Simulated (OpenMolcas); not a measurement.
# C2H4Te (SMILES C=C[TeH]): a first try and a second

Aim: energy and gradient of C2H4Te at MP2/def2-SVP (core potential).

Program for the calculation: OpenMolcas 26.06.

2 further runs of the same task are left out: 2 set aside as unsound or not needed.

### Step 1. The structure to begin with

The species is C2H4Te (7 atoms), meant as a singlet with charge 0. SMILES: `C=C[TeH]`. Geometry: a GFN2-xTB relaxation, a rough one for these elements and not checked as a minimum. This is one conformer, not always the lowest.

Bond lengths: C1–C2 1.318 Å, C2–Te3 2.112 Å, C1–H4 1.077 Å, C1–H5 1.078 Å, C2–H6 1.077 Å, Te3–H7 1.644 Å. Angles: C1–C2–Te3 124.1°, C1–C2–H6 120.8°, Te3–C2–H6 115.0°, C2–C1–H4 122.3°, C2–C1–H5 121.7°, C2–Te3–H7 91.0°, H4–C1–H5 116.0°.

### Step 2. The input as first written

Input file job.input:

```
&GATEWAY
 XBAS
 C.def2-SVP
 Te.def2-SVP
 H.def2-SVP
 End of Basis
 ZMAT
 C1
 C2 1 1.318181
 Te3 2 2.11226 1 124.13004
 H4 1 1.076776 2 122.27146 3 -0.01049
 H5 1 1.077936 4 116.01128 2 179.98752
 H6 2 1.077131 1 120.82112 4 179.91138
 H7 3 1.644372 2 91.04087 6 -0.42649
 End of ZMAT

&SEWARD

&SCF
 Charge=-1
 PrOrbitals=1 1

&MBPT2
 Frozen=6
 Grdt

&ALASKA
```

On the command line:

```
$ export MOLCAS_MEM=1860
$ pymolcas job.input > job.log
```

The log of the run:

```text
--- Start Module: gateway ---

                                              &GATEWAY

                       available to each process: 1.9 GB of memory, 1 thread

++    Symmetry information:
      ---------------------

                    Character Table for C1

                             E
                    a        1  x, y, xy, Rz, z, xz, Ry, yz, Rx, I
--

++    Basis set information:
      ----------------------

      Basis set label: C.DEF2-SVP.....

      Electronic valence basis set:
      ------------------
      Associated Effective Charge   6.000000 au
      Associated Actual Charge      6.000000 au
      Nuclear Model: Point charge

      Shell  nPrim  nBasis  Cartesian Spherical Contaminant
         s       7       3        X
         p       4       2        X
         d       1       1                 X

      Basis set label: TE.DEF2-SVP....ECP.

      Electronic valence basis set:
      ------------------
      Associated Effective Charge  24.000000 au
      Associated Actual Charge     52.000000 au
      Nuclear Model: Point charge

      Shell  nPrim  nBasis  Cartesian Spherical Contaminant
         s      10       4        X
         p       7       4        X
         d       6       2                 X

      Pseudo Potential specification:
      =======================================

[... 113 lines left out ...]
            Nuclear Potential Energy            111.40561660 au

      Basis set specifications :
      Symmetry species         a
      Basis functions           74

--- Stop Module: seward /rc=_RC_ALL_IS_WELL_ ---
--- Module seward spent 1 second ---

--- Start Module: scf ---

                                                &SCF

                       available to each process: 1.9 GB of memory, 1 thread

++    Input section:
      --------------

      Header of the integral files:

      Cartesian coordinates in angstrom:
      -----------------------------------------------------
      No.  Label        X            Y            Z
      -----------------------------------------------------
       1   C1         0.00000000   0.00000000   0.00000000
       2   C2         0.00000000   0.00000000   1.31818100
       3   TE3        1.74845760   0.00000000   2.50331320
       4   H4         0.91044413   0.00016669  -0.57492435
       5   H5        -0.91694926   0.00004313  -0.56670104
       6   H6        -0.92500811   0.00126137   1.87005925
       7   H7         0.85075842   0.01436313   3.88095218
      -----------------------------------------------------
      Nuclear repulsion energy =  111.40561660
--

++    Orbital specifications:
      -----------------------

      Symmetry species               1
                                     a
      Frozen orbitals                0
 WrInp: Error in definition of molecular charge!
 Current implementation only allows double occupations.
 Tot_Charge    :  -1.0000000000000000
 Tot_El_Charge :  -41.000000000000000
 Tot_Nuc_Charge:   40.000000000000000

--- Stop Module: scf /rc=-6 ---

.########################.
.# Non-zero return code #.
.########################.

    Timing: Wall=1.53 User=1.28 System=0.25
```

It took 1.7 s on 1 thread of Arm Neoverse V2, shared host; peak memory 0.43 GiB.

### Step 3. Reading the log

The program stopped with an error.

The telling line is `WrInp: Error in definition of molecular charge`. Cause: the electron count doesn't fit the spin or reference typed: an even count needs an odd multiplicity, an odd count an even one. To mend it: change of charge default in place of -1.

### Step 4. Second attempt

Input file job.inp:

```
* C2H4Te MP2

&GATEWAY
 XBAS
 C.def2-SVP
 Te.def2-SVP
 H.def2-SVP
 End of Basis
 ZMAT
 C1
 C2 1 1.318181
 Te3 2 2.11226 1 124.13004
 H4 1 1.076776 2 122.27146 3 -0.01049
 H5 1 1.077936 4 116.01128 2 179.98752
 H6 2 1.077131 1 120.82112 4 179.91138
 H7 3 1.644372 2 91.04087 6 -0.42649
 End of ZMAT

&SEWARD

&SCF
 PrOrbitals=1 1

&MBPT2
 Frozen=6
 Grdt

&ALASKA
```

On the command line:

```
$ export MOLCAS_MEM=1860
$ pymolcas job.inp > job.log
```

The log of the run:

```text
--- Start Module: gateway ---
[...]
--- Stop Module: gateway /rc=_RC_ALL_IS_WELL_ ---
[...]
      Basis functions           74
[...]
       Convergence after  12 Iterations
[...]
::    Total SCF energy                               -344.9521699476
[...]
      Total spin, S                                     0.0000000000
[...]
      Total electronic charge=   40.000000
      Total            charge=   -0.000000
[...]
--- Start Module: mbpt2 ---
[...]
WARNING!
Default frozen orbitals as non valence orbitals is overwritten by user input.
Default values:   2
[...]
       Reference weight ( Cref**2 )         =        0.86143
::    Total MBPT2 energy                             -345.3431034752
[...]
      Dipole Moment (debye):
      Origin of the operator (angstrom)=    1.4376    0.0001    2.1886
                   X= -6.3760E-01               Y=  3.9671E-03               Z= -6.6199E-02           Total=  6.4104E-01
      Quadrupole Moment (debye*angstrom):
[...]
      Total MBPT2 calculations                           2.01      2.44
--- Stop Module: mbpt2 /rc=_RC_ALL_IS_WELL_ ---
[...]
--- Start Module: alaska ---
[...]
 *              Molecular gradients               *
 **************************************************
  Irreducible representation: a
 ------------------------------------------------------------------------------------------
                              X                       Y                       Z
 ------------------------------------------------------------------------------------------
  C1               -2.05536824406449E-03    1.58185184765792E-05    1.92544063880113E-02
  C2               -6.32952427475075E-03   -1.13060902051657E-04   -2.00070452534176E-02
  TE3              -1.33397435331162E-03    3.79122303794041E-05   -9.50152572315233E-04
  H4               -1.05180363756046E-02    1.46156552183192E-05    6.94314922840089E-03
  H5                1.05184533658251E-02    9.17290668653011E-06    4.06147450638139E-03
  H6                1.01967220903667E-02    5.44706669638462E-05   -7.09185605370344E-03
  H7               -4.78272208511932E-04   -1.89290756730659E-05   -2.20997624340447E-03
 ------------------------------------------------------------------------------------------
--- Stop Module: alaska /rc=_RC_ALL_IS_WELL_ ---
[...]
```

Wall time 7.8 s (1 thread of Arm Neoverse V2, shared host); peak memory 0.43 GiB.

### Step 5. What came out

At MP2/def2-SVP (core potential):

| quantity | value |
| --- | --- |
| total energy | -345.34310 Eh |
| dipole moment (mean-field density) | 0.69 D |
| HOMO energy (Hartree–Fock orbitals) | -8.11 eV |
| LUMO energy (Hartree–Fock orbitals) | 2.61 eV |
| HOMO–LUMO gap (Hartree–Fock orbitals) | 10.72 eV |
| correlation energy (6 core orbitals frozen) | -390.9 mEh |
| largest force on an atom | 1.079 eV/Å |

**Reading.** The largest force is 1.08 eV/Å: the shape isn't a stationary point for this species at this level.
